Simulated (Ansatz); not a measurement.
# Rh: a surface, (110), 7 layers, part 2 of 2

What do the surfaces of Rh (110), 7 layers cost, and how tightly do they hold an electron? Methods of the runs shown: LAPW. Companion runs by PAW are cited. Its runs: bulk in the slab's orientation (LAPW); the reference run (LAPW); at the positions relaxed by PAW (LAPW); no relativity (LAPW); Pd in place of Rh in the outer layer (LAPW); Pd in place of Rh in the middle layer (LAPW).

Ansatz 0.2.0; DFT PBE; a cell built from a prototype (fcc type), not taken from measurement.

### 6 No relativity, LAPW

input.yaml reads:

```yaml
crystal:
  lattice:
    - [2.7095956933, 0.0, 0.0]
    - [0.0, 3.831946978, 0.0]
    - [0.0, 0.0, 24.1288]
  atoms:
    - { symbol: Rh, position: [0.0, 0.0, 0.3363521863] }
    - { symbol: Rh, position: [0.5, 0.5, 0.3863735048] }
    - { symbol: Rh, position: [0.0, 0.0, 0.444761956] }
    - { symbol: Rh, position: [0.5, 0.5, 0.4999999996] }
    - { symbol: Rh, position: [0.0, 0.0, 0.5552380436] }
    - { symbol: Rh, position: [0.5, 0.5, 0.6136264961] }
    - { symbol: Rh, position: [0.0, 0.0, 0.6636478136] }
kpoints:
  mp_grid: { grid: [12, 9, 1] }
scf:
  occupations: { method: fermi_dirac, width: 0.1 }
hamiltonian:
  xc: pbe
  pseudopotentials:
    kind: all_electron
    lapw: { basis_error: 0.001 }
    relativity: none
output:
  forces: true
  stress: true
  eigenvalues: true
efield:
  axis: 3
  amplitude: 0
  dipole_correction: true
```

Launch:

```console
> ansatz run input.yaml --threads 3 --pin off --max-ram 8192MiB --backend cpu --events-out ev --progress --plain --runs-dir out
```

Log, shortened:

```text
LAPW: plane waves up to 8.795 Å⁻¹, error target 1.0e-3 eV per atom; Rh in spheres of 1.308 Å, 27 of its electrons in bands, Dirac shells []
[...]
Pseudopotentials: kind: all_electron
Pseudopotential: Rh, LAPW, valence charge 27, Schrödinger's equation, point nucleus
Functional definition: PBE
[...]
Crystal: 7 atoms, lattice volume = 250.530 Å³
Basis set: ecut = 294.69806187050716 eV, 2903 PW (Γ), exchange–correlation at level 2
Bands: 114, of which v1, the nominal top of the filled ones, is band 95 counted from 1 (94 counted from 0)
Symmetry: 4 space group operations
k-points: 35 of 108
[...]
SCF iter   1: F=—  HF=-892941.376233 eV  |F-HF|=—  |Δ(HF+E_count)|=         —  Δρ=2.76e-2  dr2=1.40e1  ethr=7.42e-3  p=-0.000 e·Å  D=-1.96e-13 V/Å  ΔV_dip=0.00 eV  dr2_dipole=2.23e-14  V_vac-E_F(+/−)=6.44/6.44 eV  ⟨swp⟩=2.0  Hψ=24716  notcnv=0
[...]
Fermi energy:    6.589034 eV
Dipole field:    D = 0.000000 V/Å  (p = 0.000000 e·Å, saw-weighted, corrected)
Work function:   Φ+ = 4.5718 eV   Φ− = 4.5718 eV
Levels:          The Fermi level and band energies are counted from a zero that moves with the ramp; work functions are not
[...]
--- Forces (eV/Å), atoms counted from 1 ---
  atom   1  Rh     0.00000000     0.00000000    -0.62120738
  atom   2  Rh     0.00000000     0.00000000    -0.01072426
  atom   3  Rh     0.00000000     0.00000000    -0.02662096
  atom   4  Rh     0.00000000     0.00000000     0.00000046
  atom   5  Rh     0.00000000     0.00000000     0.02662115
  atom   6  Rh     0.00000000     0.00000000     0.01072428
  atom   7  Rh     0.00000000     0.00000000     0.62120689
[...]
--- Stress (GPa, compression-positive) ---
        1.744023       0.000000       0.000000
        0.000000       2.457447       0.000000
        0.000000       0.000000       3.221820
  P = ⅓ Tr σ = 2.4744 GPa (24.744 kbar)
--- Band table (eV; the first three rows and the last of 35) ---
[...]
```

Run time: 2.5 min. Hardware: 3 threads of Intel Xeon Platinum 8375C at 2.90GHz (Ice Lake), shared host; peak memory 1.8 GiB.

This run gives: no gap; largest force 0.621 eV/Å; work function 4.57 eV.

### 7 Pd in place of Rh in the outer layer, LAPW

Changes to input.yaml since step 6:

```diff
@@ -6,3 +6,3 @@
   atoms:
-    - { symbol: Rh, position: [0.0, 0.0, 0.3363521863] }
+    - { symbol: Pd, position: [0.0, 0.0, 0.3363521863] }
     - { symbol: Rh, position: [0.5, 0.5, 0.3863735048] }
@@ -19,6 +19,3 @@
   xc: pbe
-  pseudopotentials:
-    kind: all_electron
-    lapw: { basis_error: 0.001 }
-    relativity: none
+  pseudopotentials: { kind: all_electron, lapw: { basis_error: 0.001 } }
 output:
```

Launch:

```console
> ansatz run input.yaml --threads 3 --pin off --max-ram 8192MiB --backend cpu --events-out ev --progress --plain --runs-dir out
```

Log, shortened:

```text
LAPW: plane waves up to 8.818 Å⁻¹, error target 1.0e-3 eV per atom; small_component_spin mean_spin; Rh in spheres of 1.304 Å, 27 of its electrons in bands, Dirac shells []; Pd in spheres of 1.312 Å, 28 of its electrons in bands, Dirac shells []
[...]
[... 1 set-up line as earlier in the session ...]
Pseudopotential: Pd, LAPW, valence charge 28, Koelling and Harmon's equation, gaussian nucleus
[... 2 set-up lines as earlier in the session ...]
[...]
Crystal: 7 atoms, lattice volume = 250.530 Å³
Basis set: ecut = 296.24839891179107 eV, 2923 PW (Γ), exchange–correlation at level 2
Bands: 114, of which v1, the nominal top of the filled ones, is band 95 counted from 1 (94 counted from 0)
[... 1 set-up line as earlier in the session ...]
Space group: Pmm2 (ITA 25), of the structure as read, at distance tolerance 6.3e-5 Å
k-points: 35 of 108
[...]
Fermi energy:    6.455194 eV
Dipole field:    D = 0.004971 V/Å  (p = 0.006882 e·Å, saw-weighted, corrected)
Work function:   Φ+ = 4.6951 eV   Φ− = 4.8151 eV
Levels:          The Fermi level and band energies are counted from a zero that moves with the ramp; work functions are not
[...]
--- Forces (eV/Å), atoms counted from 1 ---
  atom   1  Pd     0.00000000     0.00000000    -1.01234105
  atom   2  Rh     0.00000000     0.00000000     0.90325624
  atom   3  Rh     0.00000000     0.00000000     0.32895154
  atom   4  Rh     0.00000000     0.00000000    -0.16134860
  atom   5  Rh     0.00000000     0.00000000     0.02257279
  atom   6  Rh     0.00000000     0.00000000    -0.01504499
  atom   7  Rh     0.00000000     0.00000000    -0.06628321
[...]
--- Stress (GPa, compression-positive) ---
       -0.983959       0.000000       0.000000
        0.000000      -0.124995       0.000000
        0.000000       0.000000       0.518635
  P = ⅓ Tr σ = -0.1968 GPa (-1.968 kbar)
--- Band table (eV; the first three rows and the last of 35) ---
[...]
```

It took 2.6 min on 3 threads of Intel Xeon Platinum 8375C at 2.90GHz (Ice Lake), shared host; peak memory 2 GiB.

In short: no gap; largest force 1.012 eV/Å; work function 4.70 / 4.82 eV.

### 8 Pd in place of Rh in the middle layer, LAPW

Changes to input.yaml since step 7:

```diff
@@ -6,6 +6,6 @@
   atoms:
-    - { symbol: Pd, position: [0.0, 0.0, 0.3363521863] }
+    - { symbol: Rh, position: [0.0, 0.0, 0.3363521863] }
     - { symbol: Rh, position: [0.5, 0.5, 0.3863735048] }
     - { symbol: Rh, position: [0.0, 0.0, 0.444761956] }
-    - { symbol: Rh, position: [0.5, 0.5, 0.4999999996] }
+    - { symbol: Pd, position: [0.5, 0.5, 0.4999999996] }
     - { symbol: Rh, position: [0.0, 0.0, 0.5552380436] }
```

Launch:

```console
> ansatz run input.yaml --threads 3 --pin off --max-ram 8192MiB --backend cpu --events-out ev --progress --plain --runs-dir out
```

Log, shortened:

```text
LAPW: plane waves up to 8.786 Å⁻¹, error target 1.0e-3 eV per atom; small_component_spin mean_spin; Rh in spheres of 1.308 Å, 27 of its electrons in bands, Dirac shells []; Pd in spheres of 1.317 Å, 28 of its electrons in bands, Dirac shells []
[...]
[... 4 set-up lines as earlier in the session ...]
[...]
Crystal: 7 atoms, lattice volume = 250.530 Å³
Basis set: ecut = 294.09589067036393 eV, 2903 PW (Γ), exchange–correlation at level 2
Bands: 114, of which v1, the nominal top of the filled ones, is band 95 counted from 1 (94 counted from 0)
[... 1 set-up line as earlier in the session ...]
k-points: 35 of 108
[...]
Fermi energy:    6.492351 eV
Dipole field:    D = 0.000000 V/Å  (p = 0.000000 e·Å, saw-weighted, corrected)
Work function:   Φ+ = 4.6996 eV   Φ− = 4.6996 eV
Levels:          The Fermi level and band energies are counted from a zero that moves with the ramp; work functions are not
[...]
--- Forces (eV/Å), atoms counted from 1 ---
  atom   1  Rh     0.00000000     0.00000000     0.03159389
  atom   2  Rh     0.00000000     0.00000000    -0.18085273
  atom   3  Rh     0.00000000     0.00000000    -0.47866797
  atom   4  Pd     0.00000000     0.00000000     0.00000013
  atom   5  Rh     0.00000000     0.00000000     0.47866801
  atom   6  Rh     0.00000000     0.00000000     0.18085253
  atom   7  Rh     0.00000000     0.00000000    -0.03159386
[...]
--- Stress (GPa, compression-positive) ---
       -1.075020       0.000000       0.000000
        0.000000      -0.469113       0.000000
        0.000000       0.000000       1.292632
  P = ⅓ Tr σ = -0.0838 GPa (-0.838 kbar)
--- Band table (eV; the first three rows and the last of 35) ---
[...]
```

It took 2.6 min on 3 threads of Intel Xeon Platinum 8375C at 2.90GHz (Ice Lake), shared host; peak memory 1.9 GiB.

This run gives: no gap; largest force 0.479 eV/Å; work function 4.70 eV.

### 9 Side by side

The PAW rows are taken from companion runs at the same settings.

| run | surface energy (J/m²) | work function (eV; upper / lower face where they differ) | gap (eV) | largest force (eV/Å) | time |
| --- | --- | --- | --- | --- | --- |
| Slab as cut, LAPW | 2.505 | 4.68 | none | 0.948 | 2.5 min |
| At the positions relaxed by PAW, LAPW | 2.406 | 4.70 | none | 0.006 | 2.5 min |
| No relativity, LAPW | – | 4.57 | none | 0.621 | 2.5 min |
| Pd in place of Rh in the outer layer, LAPW | – | 4.70 / 4.82 | none | 1.012 | 2.6 min |
| Pd in place of Rh in the middle layer, LAPW | – | 4.70 | none | 0.479 | 2.6 min |
| Slab as cut, PAW | 2.502 | 4.68 | none | 0.947 | 16 s |
| Atoms relaxed, PAW | 2.404 | 4.70 | none | 0.006 | 74 s |
| Core holes in 3d of Rh, PAW | – | – | none | 0.006 | 81 s |
| Pd in place of Rh in the outer layer, PAW | – | 4.69 / 4.81 | none | 1.017 | 12 s |
| Pd in place of Rh in the middle layer, PAW | – | 4.70 | none | 0.481 | 12 s |

Surface energy: (F of the slab less that of as many bulk atoms) over twice the area, the bulk computed in the slab's orientation.

Core-hole binding energies as the program printed them (eV):

```tsv
atom	atoms alike	shell	binding	shift
Rh1	2	3d	305.94	0.00
Rh2	2	3d	306.60	0.66
Rh3	2	3d	306.63	0.69
Rh4	1	3d	306.55	0.60
```

### 10 Results

The summary covers parts 1 to 2.

| quantity | value |
| --- | --- |
| surface energy (LAPW, relaxed) | 2.41 J/m² |
| work function (LAPW, relaxed) | 4.70 eV |
| surface core-level shift by Z+1 (LAPW) | -0.50 eV |
| surface energy (PAW, relaxed) | 2.40 J/m² |
| work function (PAW, relaxed) | 4.70 eV |
| outer layer spacing (PAW) | 1.35 → 1.21 Å |
| surface core-level shift by Z+1 (PAW) | -0.50 eV |
| core-level shifts among the layers (PAW holes) | Rh1 +0.00, Rh2 +0.66, Rh3 +0.69, Rh4 +0.60 eV |

What this shows: By LAPW the surface costs 2.51 J/m² as cut and 2.41 J/m² relaxed. No relativity moves the work function by -0.13 eV (LAPW). Putting the next element in the outer rather than the middle layer costs -0.50 eV (LAPW); in the Z+1 picture that is the binding energy at the surface less that inside. The outermost spacing changes by -10.9 % (PAW). Putting the next element in the outer rather than the middle layer costs -0.50 eV (PAW); in the Z+1 picture that is the binding energy at the surface less that inside. Thickness wasn't converged, and no reconstruction was sought.
